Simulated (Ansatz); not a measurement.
# F4H2OTi: the cost of one run

All numbers below are computed with Ansatz 0.2.0 (RKS revPBE-D4/def2-SVP).

## Step 1: Starting point

Bond lengths: Ti1–O2 2.270 Å, O2–H3 1.010 Å, Ti1–F4 1.830 Å, Ti1–F5 1.829 Å, Ti1–F6 1.829 Å, Ti1–F7 2.130 Å, Ti1–H8 2.232 Å. Angles (14 of 16 angles, heavy atoms first): O2–Ti1–F4 109.4°, O2–Ti1–F5 109.5°, O2–Ti1–F6 109.5°, O2–Ti1–F7 71.6°, F4–Ti1–F5 109.5°, F4–Ti1–F6 109.5°, F4–Ti1–F7 67.2°, F5–Ti1–F6 109.5°, F5–Ti1–F7 176.6°, F6–Ti1–F7 72.8°, Ti1–O2–H3 109.5°, O2–Ti1–H8 36.4°, F4–Ti1–H8 87.7°, F5–Ti1–H8 145.8°.

As a file:

```xyz
8

Ti    0.0000    0.0000    0.0000
O     0.0000    0.0000    2.2700
H    -0.9095   -0.2814    2.6071
F     1.7257    0.0000   -0.6094
F    -0.8619    1.4933   -0.6094
F    -0.8619   -1.4933   -0.6094
F     1.1117   -1.6882    0.6716
H     0.7287   -1.1066    1.7956
```

## Step 2: A restrained relaxation towards end A

Springs on the bonds that form and break draw the guess towards this end; the thresholds are loose.

input.yaml

```yaml
crystal:
  periodic: [false, false, false]
  atoms:
    - { symbol: Ti, position_ang: [0.0, 0.0, 0.0] }
    - { symbol: O, position_ang: [0.0, 0.0, 2.27] }
    - { symbol: H, position_ang: [-0.9095, -0.2814, 2.6071] }
    - { symbol: F, position_ang: [1.7257, 0.0, -0.6094] }
    - { symbol: F, position_ang: [-0.8619, 1.4933, -0.6094] }
    - { symbol: F, position_ang: [-0.8619, -1.4933, -0.6094] }
    - { symbol: F, position_ang: [1.1117, -1.6882, 0.6716] }
    - { symbol: H, position_ang: [0.7287, -1.1066, 1.7956] }
basis:
  gaussian: { orbitals: def2-SVP }
hamiltonian:
  xc: revpbe
  dispersion: d4
relax:
  f_tol: 0.15
  max_steps: 25
  restrain:
    - { distance: [0, 6], at: 3.03, k: 30.0 }
    - { distance: [7, 1], at: 2.21, k: 30.0 }
    - { distance: [0, 1], at: 1.92, k: 30.0 }
    - { distance: [7, 6], at: 0.92, k: 30.0 }
output:
  orbitals: {}
```

Command:

```sh
$ ansatz run input.yaml --threads 4 --pin off --max-ram 5120MiB --backend cpu --events-out ev --progress --plain --runs-dir out
```

What time and memory should one allow on 4 threads of Arm Neoverse V2, shared host?

About 20 s, with a peak of 0.17 GiB.
